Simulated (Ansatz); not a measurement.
# MgBr (doublet): from Hartree-Fock to the top rungs, aug-cc-pVDZ

How much of the correlation energy of MgBr (doublet) does each wave-function method recover here?

Computed with Ansatz 0.2.0, Gaussian basis. Level: aug-cc-pVDZ, core rule «outside noble gas», up to 19 orbitals frozen.

Plan: UHF; CCSD(T) on ROHF; CCSD(T) on UHF; BCCD(T) on ROHF; CISD as a restricted active space (open shells left free, so some higher excitations enter); CCSDT(Q) on ROHF; CCSDT(Q) on UHF.

25 further runs of the same task are left out: 10 for a known fault of the program, 6 that didn't finish, 9 set aside as unsound or not needed. Runs told in other sessions of the task aren't counted.

### 1 The geometry

The geometry is a PBE0/def2-TZVPD stationary point (not a proven minimum) of the parent state, kept for this charge and spin. No spin-orbit coupling is included. The filled d shell of Br may be among the frozen orbitals whatever the setting's name suggests.

2 atoms, charge 0, spin multiplicity 2.

Atoms are counted from 1 here; the program's logs count them from 0.

Bond lengths: Br1–Mg2 2.475 Å.

### 2 UHF

in.yaml

```yaml
crystal:
  periodic: [false, false, false]
  atoms:
    - {symbol: Br, position_ang: [0.000000, 0.000000, 0.000000]}
    - {symbol: Mg, position_ang: [0.000000, 0.000000, 2.474900]}
basis:
  gaussian: {orbitals: aug-cc-pVDZ}
magnetization: {spin_polarized: true, initial_magnetization: 1}
hamiltonian: {xc: hf}
output: {orbitals: {seedname: orbitals}}
```

Launch:

```sh
ansatz run in.yaml --threads 1 --pin off --events-out ev --progress --plain --max-ram 2393MiB
```

After this run come: CCSD(T) on ROHF; CCSD(T) on UHF; BCCD(T) on ROHF; CISD as a restricted active space (open shells left free, so some higher excitations enter); CCSDT(Q) on ROHF; CCSDT(Q) on UHF.

**Question.** What will the summary of the whole plan be? Wanted: UCCSDT(Q) from the RHF energy; RMP2 from UCCSDT(Q); UMP2 from UCCSDT(Q); RCCSD from UCCSDT(Q); RCCSD(T) from UCCSDT(Q); UCCSD(T) from UCCSDT(Q); RCCSDT(Q) from UCCSDT(Q); T1 diagnostic.

The runs gave:

| quantity | value |
| --- | --- |
| UCCSDT(Q) from the ROHF energy | -4.1619 eV |
| RMP2 from UCCSDT(Q) | +473.3 meV |
| UMP2 from UCCSDT(Q) | +469.8 meV |
| RCCSD from UCCSDT(Q) | +129.9 meV |
| RCCSD(T) from UCCSDT(Q) | +21.2 meV |
| UCCSD(T) from UCCSDT(Q) | +20.4 meV |
| RCCSDT(Q) from UCCSDT(Q) | +1.5 meV |
| levels within 1 kcal/mol (43 meV) | RCCSD(T), UCCSD(T), BCCD(T), RCCSDT, UCCSDT, RCCSDT(Q) |
| T1 diagnostic | 0.016 |

In words: RCCSD(T) misses by +21.2 meV, 0.5 % of the correlation energy. These misses are within one basis, not against nature; the frozen cores of restricted and unrestricted runs differ, which can shift their rows.

With open shells the CI space here admits some higher excitations, so it is larger than plain CISD.
